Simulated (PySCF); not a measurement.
**Indium: the same states on changed settings**

An exercise on one series of results from a longer session: the logs are not shown, and one member is left open.

Method: unrestricted determinants in a Gaussian basis, no spin-orbit coupling in the energies. Code: PySCF 2.14.0.

### What is computed

```
Element                                   : indium (Z = 49)
Basis                                     : x2c-SVPall (6s5p3d, 36 functions)
Hamiltonian                               : scalar relativity by spin-free X2C-1e
State 1                                   : In⁺: [Kr] 4d10 5s2, closed-shell 1S
State 2                                   : In²⁺: [Kr] 4d10 5s1, 2S determinant
Methods                                   : UHF, LDA, M06-2X, MP2, CCSD(T)
Core shells frozen in the correlated runs : valence: [Kr] 4d10 (for In⁺)
```

Outer shells as boxes (Hund's rule):

In+ [Kr] 4d10 5s2
```
[Kr] core
4d [↑↓][↑↓][↑↓][↑↓][↑↓]
5s [↑↓]
```

In2+ [Kr] 4d10 5s1
```
[Kr] core
4d [↑↓][↑↓][↑↓][↑↓][↑↓]
5s [↑ ]
```

The sound run (x2c-SVPall, scalar relativity by spin-free X2C-1e, symmetry-adapted start, fine grid, valence correlation) gave:

| species | method | energy (hartree) |
| --- | --- | --- |
| In⁺ | UHF | -5877.42445 |
| In⁺ | LDA | -5874.22629 |
| In⁺ | M06-2X | -5880.57786 |
| In⁺ | MP2 (valence) | -5877.44491 |
| In⁺ | CCSD(T) (valence) | -5877.45534 |
| In²⁺ | UHF | -5876.79510 |
| In²⁺ | LDA | -5873.50929 |
| In²⁺ | M06-2X | -5879.88941 |

The runs were made by one driver on top of PySCF. The scripts below sum up each run's settings (the driver also hands on starting orbitals that pick excited configurations, and frozen orbitals as a list rather than a count), and the logs come from the driver's own runs.

Set-up of the first run:

It was started by

```bash
$ OMP_NUM_THREADS=1 python atomrun2.py TASK.json OUT
```

Input file input.py:

```python
from pyscf import gto, scf, dft, mp, cc
import basis_set_exchange as bse
mol = gto.M(atom="In 0 0 0", charge=1, spin=0, symmetry="D2h",
            basis=gto.basis.parse(bse.get_basis("x2c-SVPall", elements=["In"], fmt="nwchem", header=False)),
            nucmod="G")
mf = scf.UHF(mol).sfx2c1e()
mf.irrep_nelec = {'Ag': (9, 9), 'B1g': (2, 2), 'B2g': (2, 2), 'B3g': (2, 2), 'B1u': (3, 3), 'B2u': (3, 3), 'B3u': (3, 3)}
mf.init_guess = "sap"
mf.max_cycle = 50
mf.kernel()
```

Among the steps run: Changed run, In⁺: the ladder of methods; Changed run, In²⁺: the ladder of methods.

One of the session's tables, all rows but one given; the rest of the session is left out.

Ionisation energy of In⁺:

| method | sound run (eV) |
| --- | --- |
| UHF | 17.126 |
| LDA | ? |
| M06-2X | 18.733 |
| MP2 | 17.682 |
| SCS-MP2 | 17.794 |
| CCSD | 17.966 |
| CCSD(T) | 17.966 |
| CCSDT | 17.966 |
| FCI | 17.966 |

Estimate the missing values for LDA.

**Answer.** sound run (eV): 19.511. In the column «sound run (eV)» it is the highest.
